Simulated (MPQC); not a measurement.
**CTeS (Carbon sulfide Telluride): a first try and a second**

Wanted: a single-point energy of CTeS (Carbon sulfide Telluride), HF/STO-3G.

The results are computed with MPQC 2.3.1.

4 further runs of the same task are left out: 3 that didn't finish, 1 set aside as unsound or not needed.

### 1 The structure to begin with

CTeS: 3 atoms, total charge 0, spin state singlet. SMILES: `S=C=[Te]`. The shape comes from GFN2-xTB, which is rough for such elements, and wasn't checked as a minimum.

Bond lengths: S1–C2 1.552 Å, C2–Te3 1.904 Å. Angles: S1–C2–Te3 179.9°.

### 2 Try one

The input, run.in:

```
molecule<Molecule>: (
  symmetry = auto
  unit = bohr
  { atoms geometry } = {
    S  [ 2.46204858   1.28813181   1.49362063 ]
    C  [ 0.17398708   0.08874154   0.10537113 ]
    Te [ -2.63603566  -1.37687335  -1.59899176 ]
  }
)
basis<GaussianBasisSet>: (
  name = "STO-3G"
  molecule = $:molecule
  basisdir = "."
  puream = yes
)
mpqc: (
  checkpoint = no
  savestate = no
  restart = no
  do_energy = yes
  do_gradient = no
  optimize = no
  mole<CLHF>: (
    molecule = $:molecule
    basis = $:basis
    total_charge = 0
    memory = 1000000000
    print_evals = yes
    maxiter = 54
  )
```

Command:

```console
$ mpqc run.in > run.out
```

Log:

```text
IPV2::error: syntax error
error occurred at line number 31 (roughly)
in file "<string>"
```

It took 0.06 s on 1 thread of Arm Neoverse V2, shared host.

### 3 Diagnosis

The program refused the input.

The log says `error occurred at line number 31`. What is wrong: unbalanced parenthesis.

### 4 The mended input

The input, mol.in:

```
% CSTe
molecule<Molecule>: (
  symmetry = auto
  unit = bohr
  { atoms geometry } = {
    S  [ 2.46204858 1.28813181 1.49362063 ]
    C  [ 0.17398708 0.08874154 0.10537113 ]
    Te [ -2.63603566 -1.37687335 -1.59899176 ]
  }
)
basis<GaussianBasisSet>: (
  name = "STO-3G"
  molecule = $:molecule
  basisdir = "."
  puream = yes
)
mpqc: (
  checkpoint = no
  savestate = no
  restart = no
  do_energy = yes
  do_gradient = no
  optimize = no
  mole<CLHF>: (
    molecule = $:molecule
    basis = $:basis
    total_charge = 0
    memory = 1000000000
    print_evals = yes
    maxiter = 60
  )
)
```

The basis set STO-3G is read from a file made from the Basis Set Exchange's data (not shown).

Command:

```console
$ mpqc mol.in > mol.out
```

Log:

```text
MPQC: Massively Parallel Quantum Chemistry
[...]
  CLSCF::init: total charge = 0
[...]
  nbasis = 41
[...]
  iter     1 energy = -6976.1476396375 delta = 5.13273e-01
[...]
  LUMO is     9  B1 =   0.187745
  total scf energy = -6977.6739315087
Value of the MolecularEnergy: -6977.6739315087
[...]
      symmetry = c2v
[...]
```

It took 0.5 s on 1 thread of Arm Neoverse V2, shared host.

### 5 What came out

Level: HF/STO-3G.

| quantity | value |
| --- | --- |
| total energy | -6977.67393 Eh |
| HOMO energy | -5.91 eV |
| LUMO energy | 5.11 eV |
| HOMO–LUMO gap | 11.02 eV |

Relativity is left out although the molecule holds a heavy atom.
